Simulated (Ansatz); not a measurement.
# C2H6ClFHfIN: a ladder of functionals and wavefunction methods

One table from this session's results is given with a row withheld; the runs are named, their logs left out.

Method: functionals in def2-TZVPP, the program's frozen cores in correlated methods; program: Ansatz 0.2.0, Gaussian basis.

The runs, in order: LDA (SPW92), PBE-D4, revPBE-D4, BLYP-D4, r2SCAN-D4, B97M-V, PBE0-D4, B3LYP-D4, r2SCANh-D4, r2SCAN0-D4, HSE06-D4, BHLYP-D4, CAM-B3LYP-D4, LC-ωPBE, ωB97X-V, ωB97M-V, B2PLYP, PBE-QIDH; CCSD(T)/def2-SVP; CCSD(T)/def2-TZVPP; MP2/def2-QZVPP; extrapolation to the limit; RPA on PBE.

## The relaxed structure

The geometry comes from an earlier relaxation with PBE0-D4 in a triple-zeta def2 set; it is a stationary point, not always the lowest conformer. Hf, I take the def2 core potential; no spin-orbit term is included.

SMILES `C[N](C)[Hf]([F])([Cl])[I]`, 13 atoms, charge 0, spin multiplicity 1.

Atoms are counted from 1 here; the program's logs count them from 0.

Bond lengths: C1–N2 1.448 Å, C1–H8 1.097 Å, C1–H9 1.097 Å, C1–H10 1.097 Å, N2–C3 1.443 Å, N2–Hf4 1.985 Å, C3–H11 1.097 Å, C3–H12 1.097 Å, C3–H13 1.092 Å, Hf4–F5 1.894 Å, Hf4–Cl6 2.354 Å, Hf4–I7 2.731 Å. Angles: N2–C1–H8 111.3°, N2–C1–H9 111.2°, N2–C1–H10 111.2°, H8–C1–H9 108.7°, H8–C1–H10 107.2°, H9–C1–H10 107.1°, C1–N2–C3 113.7°, C1–N2–Hf4 116.2°, C3–N2–Hf4 130.1°, N2–C3–H11 111.0°, N2–C3–H12 111.1°, N2–C3–H13 110.7°, H11–C3–H12 107.8°, H11–C3–H13 108.1°, H12–C3–H13 108.1°, N2–Hf4–F5 105.9°, N2–Hf4–Cl6 107.7°, N2–Hf4–I7 106.7° and more.

The first run:

in.yaml

```yaml
crystal:
  periodic: [false, false, false]
  atoms:
    - {symbol: C, position_ang: [-0.076211, -0.043698, 1.437820]}
    - {symbol: N, position_ang: [0.041272, -0.220494, 0.005002]}
    - {symbol: C, position_ang: [0.549153, -1.515219, -0.381201]}
    - {symbol: Hf, position_ang: [-0.487471, 1.330128, -1.115376]}
    - {symbol: F, position_ang: [-0.355325, 0.741806, -2.910433]}
    - {symbol: Cl, position_ang: [-2.680893, 1.935024, -0.512555]}
    - {symbol: I, position_ang: [1.278736, 3.337659, -0.557371]}
    - {symbol: H, position_ang: [-0.766178, -0.776532, 1.873937]}
    - {symbol: H, position_ang: [0.899096, -0.142059, 1.930122]}
    - {symbol: H, position_ang: [-0.463280, 0.952865, 1.683375]}
    - {symbol: H, position_ang: [1.552157, -1.683158, 0.031235]}
    - {symbol: H, position_ang: [-0.102672, -2.319229, -0.016430]}
    - {symbol: H, position_ang: [0.611627, -1.597083, -1.468114]}
basis:
  gaussian: {orbitals: def2-TZVPP}
hamiltonian: {xc: lda}
output: {orbitals: {seedname: orbitals}}
```

Started as:

```bash
$ ansatz run in.yaml --threads 2 --pin off --events-out ev --progress --plain --max-ram 22528MiB --backend cuda --devices 0, --max-vram 18GiB
```

Among the steps run: LDA; PBE-D4 (GGA); revPBE-D4 (GGA); BLYP-D4 (GGA); r2SCAN-D4 (meta-GGA); B97M-V (meta-GGA); B3LYP-D4 (hybrid); r2SCANh-D4 (hybrid); r2SCAN0-D4 (hybrid); HSE06-D4 (hybrid); BHLYP-D4 (hybrid); CAM-B3LYP-D4 (range-separated); LC-ωPBE (range-separated); ωB97X-V (range-separated); ωB97M-V (range-separated); B2PLYP (double hybrid); PBE-QIDH (double hybrid).

One of the session's tables, all rows but one given; the rest of the session is left out.

It belongs to the step «Frontier levels by functional». 

| functional | HOMO (eV) | gap (eV) |
| --- | --- | --- |
| LDA (SPW92) | -6.14 | 3.73 |
| PBE-D4 | -5.99 | 3.84 |
| revPBE-D4 | -5.93 | 3.88 |
| BLYP-D4 | ? | ? |
| r2SCAN-D4 | -6.24 | 4.28 |
| B97M-V | -6.29 | 4.38 |
| PBE0-D4 | -7.20 | 5.87 |
| B3LYP-D4 | -6.98 | 5.46 |
| r2SCANh-D4 | -6.69 | 5.04 |
| r2SCAN0-D4 | -7.38 | 6.17 |
| HSE06-D4 | -6.81 | 5.11 |
| BHLYP-D4 | -8.30 | 7.94 |
| CAM-B3LYP-D4 | -8.49 | 8.25 |
| LC-ωPBE | -9.79 | 10.68 |
| ωB97X-V | -9.46 | 10.26 |
| ωB97M-V | -9.36 | 10.05 |

Estimate the missing values for BLYP-D4.

Worked estimate for «HOMO (eV)». Against the share of exact exchange, B3LYP-D4 (0.2, -6.98), BHLYP-D4 (0.5, -8.30) give a slope of -4.40 per unit share; at 0 the line stands at -6.10.

As computed: HOMO (eV): -5.85; gap (eV): 3.84. In «HOMO (eV)» the line misses by -0.25.
